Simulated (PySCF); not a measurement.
# F6H2P2Pt (trans-PtH2(PF3)2): the cost of one run

Programs: PySCF 2.14.0, with routines of our own; each step states its level. All values are computed. Atoms count from 0.

## Step 1: The starting structure

11 atoms, charge 0, multiplicity 1; geometry from: GFN2-xTB.

## Step 2: Optimising the geometry at PBE0-D3(BJ)/def2-SVP

What the job is given:

```
{"job": {"xc": "PBE0", "basis": "def2-SVP", "d3": "d3bj", "grid": 1, "maxiter": 30, "shake": 0.03, "kind": "geom"}, "charge": 0, "multiplicity": 1}
Pt     0.075000    -0.076560     0.006710
H      1.548700     0.012640     0.008580
P     -0.069100     2.175890    -0.070490
F      0.124340     2.919620     1.342830
F     -1.190790     3.036390    -0.674220
F      1.110370     3.076450    -0.718000
H     -1.510950    -0.032350    -0.025790
P      0.057400    -2.166140     0.026320
F     -1.068540    -3.017220     0.887070
F      1.216580    -3.078260     0.559050
F     -0.194970    -2.935970    -1.311190
```

The run is started by

```sh
$ OMP_NUM_THREADS=1 python heavy_run.py task.json out
```

The driver reads the jobs from task.json and runs them one after another.

**Question.** How long does this first job take on 1 thread of Arm Neoverse V1, shared host, and how much memory does it need?

About 3.5 min, with a peak of 0.66 GiB.
